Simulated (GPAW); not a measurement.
The system is LiTiB4.

```
Li Ti B
1.0
     3.02096    0.00000    0.00000
    -1.51048    2.61623    0.00000
     0.00000    0.00000    6.76085
Li Ti B
1 1 4
Direct
  0.00000 0.00000 0.50000
  0.00000 0.00000 0.00000
  0.33333 0.66667 0.76734
  0.66667 0.33333 0.76734
  0.33333 0.66667 0.23266
  0.66667 0.33333 0.23266
```

The cell was built by a generator and needn't be a form met in nature.

- Program: GPAW 26.7.0
- Task: relaxation of cell and atoms
- Functional: LDA
- Potentials or basis: the program's PAW data sets (release 1.2.1) made for this functional
- Cutoff: 800 eV
- Basis: pw
- k mesh: 7 × 7 × 3
- Occupations: fermi-dirac, width 0.05 eV
- Spin: no spin polarisation

At the start: pressure -7.8 GPa; volume 8.91 Å³/atom.

Q: Where does the relaxation end?

A: Over 12 steps the energy falls by 9.2 meV/atom and the volume is 8.48 Å³/atom (-4.7 %); space group P6/mmm (No. 191, to 0.05 Å).

Step by step:
| step | energy change (eV) | largest force (eV/Å) | pressure (GPa) | volume (Å³) |
| --- | --- | --- | --- | --- |
| 1 | 0.0000 | 0.2143 | -7.81 | 53.43 |
| 2 | -0.0097 | 0.1790 | -7.12 | 53.27 |
| 3 | -0.0449 | 0.1224 | -0.98 | 51.91 |
| 4 | -0.0458 | 0.1034 | -1.16 | 51.92 |
| 5 | -0.0503 | 0.0076 | -1.35 | 51.74 |
| 6 | -0.0519 | 0.0280 | -0.73 | 51.44 |
| 7 | -0.0522 | 0.0258 | 0.00 | 51.20 |
| 8 | -0.0525 | 0.0138 | 0.36 | 51.09 |
| 9 | -0.0529 | 0.0049 | 0.72 | 50.97 |
| 10 | -0.0538 | 0.0210 | 0.87 | 50.87 |
| 11 | -0.0545 | 0.0210 | 0.59 | 50.85 |
| 12 | -0.0549 | 0.0084 | 0.18 | 50.90 |

Final structure:
```xyz
6
Lattice="2.9879 0.0000 0.0000 -1.4940 2.5876 0.0000 0.0000 0.0000 6.5835" Properties=species:S:1:pos:R:3 pbc="T T T"
Li    0.0000    0.0000    3.2918
Ti    0.0000    0.0000    0.0000
B     0.0000    1.7251    5.0469
B     1.4940    0.8625    5.0469
B     0.0000    1.7251    1.5366
B     1.4940    0.8625    1.5366
```

Caveat: later steps reuse the first step's grids.
